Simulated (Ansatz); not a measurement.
# Li2Ca: structure and electronic properties

One table from this session's results is given with a row withheld; the runs are named, their logs left out.

Method: DFT r2SCAN, scalar-relativistic, plane waves, PAW, in Ansatz 0.2.0.

## The starting structure

It takes space group Fd-3m (No. 227, cubic). Conventional cell: a = 8.856 Å, b = 8.856 Å, c = 8.856 Å, α = 90.00°, β = 90.00°, γ = 90.00°. Li (site symmetry -3m) is surrounded by 6 Li at 3.13 Å and 6 Ca at 3.67 Å. Ca (site symmetry -43m) is surrounded by 12 Li at 3.67 Å and 4 Ca at 3.83 Å.

As a file:

```
CELL_PARAMETERS angstrom
0.00000 4.42800 4.42800
4.42800 0.00000 4.42800
4.42800 4.42800 0.00000
ATOMIC_POSITIONS crystal
Li 0.12500 0.12500 0.12500
Li 0.62500 0.12500 0.12500
Li 0.12500 0.12500 0.62500
Li 0.12500 0.62500 0.12500
Ca 0.50000 0.50000 0.50000
Ca 0.75000 0.75000 0.75000
```

The structure comes from the Crystallography Open Database.

The first run:

(A quick probe on a coarse mesh, which set the mesh and smearing, is not shown.)

input.yaml

```yaml
crystal:
  lattice:
    - [0.0, 4.428, 4.428]
    - [4.428, 0.0, 4.428]
    - [4.428, 4.428, 0.0]
  atoms:
    - { symbol: Li, position: [0.125, 0.125, 0.125] }
    - { symbol: Li, position: [0.625, 0.125, 0.125] }
    - { symbol: Li, position: [0.125, 0.125, 0.625] }
    - { symbol: Li, position: [0.125, 0.625, 0.125] }
    - { symbol: Ca, position: [0.5, 0.5, 0.5] }
    - { symbol: Ca, position: [0.75, 0.75, 0.75] }
basis:
  ecutwfc: 500
kpoints:
  mp_grid: { grid: [8, 8, 8] }
hamiltonian:
  xc: r2scan
scf:
  occupations: { method: gaussian, width: 0.1 }
output:
  forces: true
  stress: true
  eigenvalues: true
  write_density: true
  write_potential: true
  elf: true
  volumetric_format: npy
relax:
  adjacent_minimum: "off"
  f_tol: 0.005
  max_steps: 80
  cell: { stress_tol: 0.05 }
```

Launch:

```console
$ ansatz run input.yaml --threads 1 --pin off --max-ram 2560MiB --backend cpu --events-out ev --progress --plain --runs-dir out
```

Steps of the session up to this table: The relaxation; Electronic structure at the relaxed geometry; The cell as listed, for comparison; Point at V/V0 = 0.97; The cell scaled to 1.03 of its volume; Volume × 0.94; Volume × 1.06; Volume × 0.91; The cell scaled to 1.10 of its volume; The cell scaled to 0.88 of its volume.

One of the session's tables, all rows but one given; the rest of the session is left out.

It belongs to the step «Energy against volume». 

```
volume (Å³/atom)  energy above the lowest point (meV/atom)  pressure (GPa)
          25.060                                      24.4            2.51
          25.914                                      13.1            1.75
          26.769                                         ?               ?
          27.623                                       1.3            0.51
          28.477                                       0.0            0.00
          29.332                                       1.2           -0.44
          30.186                                       4.7           -0.84
          31.325                                      12.2           -1.28
```

Q: Estimate the row for volume (Å³/atom) = 26.769 from the others.

Worked estimate for «energy above the lowest point (meV/atom)». A straight line through the neighbours (25.914, 13.1) and (27.623, 1.3) gives 13.1 + (1.3 − 13.1) × (26.769 − 25.914) / (27.623 − 25.914) = 7.2; a parabola fitted to 4 rows on both sides gives 5.5.

The run gave: energy above the lowest point (meV/atom): 5.6; pressure (GPa): 1.09. In «energy above the lowest point (meV/atom)» the line misses by +1.6 and the parabola by -0.1.

To keep in mind: The start is a reported cell, which holds thermal expansion that this zero-temperature run lacks.
